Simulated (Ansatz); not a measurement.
# C4H10Si: the cost of one run

Method: RKS r2SCAN-D4/STO-3G, in Ansatz 0.2.0.

### 1 The structure to begin with

Bond lengths (14 of 15 bonds, heavy atoms first): C1–C2 1.476 Å, C2–C3 1.540 Å, C3–Si4 1.851 Å, C2–C5 1.584 Å, Si4–C5 1.936 Å, C1–H6 1.104 Å, C1–H7 1.103 Å, C1–H8 1.124 Å, C2–H9 1.131 Å, C3–H10 1.096 Å, C3–H11 1.133 Å, Si4–H12 1.440 Å, Si4–H13 1.518 Å, C5–H14 1.063 Å. Angles (14 of 30 angles, heavy atoms first): C1–C2–C3 113.0°, C1–C2–C5 115.2°, C3–C2–C5 94.4°, C2–C3–Si4 91.4°, C3–Si4–C5 74.5°, C2–C5–Si4 87.1°, C1–C2–H9 108.0°, C3–C2–H9 111.5°, C5–C2–H9 114.4°, C2–C1–H6 114.9°, C2–C1–H7 115.0°, C2–C1–H8 111.7°, C2–C3–H10 117.1°, C2–C3–H11 115.0°.

Coordinates:

```xyz
15

C    -0.4408    1.7780    0.1051
C    -0.3717    0.3315    0.3890
C     1.0730   -0.1888    0.5097
Si    0.5779   -1.8508   -0.1369
C    -0.7410   -0.6138   -0.8273
H    -0.1222    2.4302    0.9368
H     0.1145    2.1052   -0.7902
H    -1.4964    2.1133   -0.0875
H    -0.9638    0.1325    1.3321
H     1.8299    0.2883   -0.1229
H     1.4933   -0.1979    1.5622
H     1.4001   -2.4822   -1.1364
H    -0.1019   -2.7257    0.9011
H    -0.4877   -0.2168   -1.7801
H    -1.7850   -0.9538   -0.8254
```

### 2 Preparing the start

Contents of input.yaml:

```yaml
crystal:
  periodic: [false, false, false]
  atoms:
    - { symbol: C, position_ang: [-0.4408, 1.778, 0.1051] }
    - { symbol: C, position_ang: [-0.3717, 0.3315, 0.389] }
    - { symbol: C, position_ang: [1.073, -0.1888, 0.5097] }
    - { symbol: Si, position_ang: [0.5779, -1.8508, -0.1369] }
    - { symbol: C, position_ang: [-0.741, -0.6138, -0.8273] }
    - { symbol: H, position_ang: [-0.1222, 2.4302, 0.9368] }
    - { symbol: H, position_ang: [0.1145, 2.1052, -0.7902] }
    - { symbol: H, position_ang: [-1.4964, 2.1133, -0.0875] }
    - { symbol: H, position_ang: [-0.9638, 0.1325, 1.3321] }
    - { symbol: H, position_ang: [1.8299, 0.2883, -0.1229] }
    - { symbol: H, position_ang: [1.4933, -0.1979, 1.5622] }
    - { symbol: H, position_ang: [1.4001, -2.4822, -1.1364] }
    - { symbol: H, position_ang: [-0.1019, -2.7257, 0.9011] }
    - { symbol: H, position_ang: [-0.4877, -0.2168, -1.7801] }
    - { symbol: H, position_ang: [-1.785, -0.9538, -0.8254] }
basis:
  gaussian: { orbitals: STO-3G }
hamiltonian:
  xc: r2scan
  dispersion: d4
relax:
  f_tol: 0.02
  max_steps: 40
scf:
  lower_state_search: "off"
```

Launch:

```sh
$ ansatz run input.yaml --threads 1 --pin off --max-ram 2048MiB --backend cpu --events-out ev --progress --plain --runs-dir out
```

What time and memory should one allow on 1 thread of Arm Neoverse V2, shared host?

About 21 s, with a peak of 0.11 GiB.
